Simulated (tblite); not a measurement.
# C3H13NSi2: the cost of one run

Computed with tblite 0.8.0 and PySCF 2.14.0; each step states its level. No surroundings beyond the atoms listed, unless a continuum is named. Atoms count from 0, parts from 1.

### 1 Starting point

19 atoms, charge 0, multiplicity 1; geometry: distance geometry start.

### 2 Relaxing the cluster with GFN2-xTB

What the job is given:

```
{"job": {"kind": "relax", "xc": "GFN2-xTB", "basis": "xTB"}, "charge": 0, "multiplicity": 1}
C      0.445992     0.321569    -1.307144
Si     1.562922    -0.360972    -0.000639
C      0.594026    -1.529683     1.042078
C      2.920544    -1.263961    -0.803536
N      2.185303     0.993853     1.018101
Si     0.949738     2.009140     1.826269
H     -0.100863    -0.470490    -1.737685
H      1.033651     0.804810    -2.028554
H     -0.203131     1.010520    -0.877042
H      0.096128    -0.997049     1.785930
H     -0.074485    -2.035795     0.478253
H      1.259497    -2.195594     1.496356
H      3.085540    -2.186224    -0.353366
H      3.798861    -0.681907    -0.708381
H      2.752646    -1.397299    -1.803947
H      3.000105     1.479905     0.679088
H     -0.202283     1.266990     2.117502
H      1.486220     2.552699     3.026504
H      0.607211     3.115963     0.949262
```

With the program's defaults for keys left out, this is: GFN2-xTB geometry optimisation, gas phase.

Started as:

```console
$ OMP_NUM_THREADS=1 python cluster_run.py task.json out
```

The driver reads the jobs from task.json and runs them one after another.

**Question.** How long does this first job take on 1 thread of Arm Neoverse V1, shared host?

About 3.2 s.
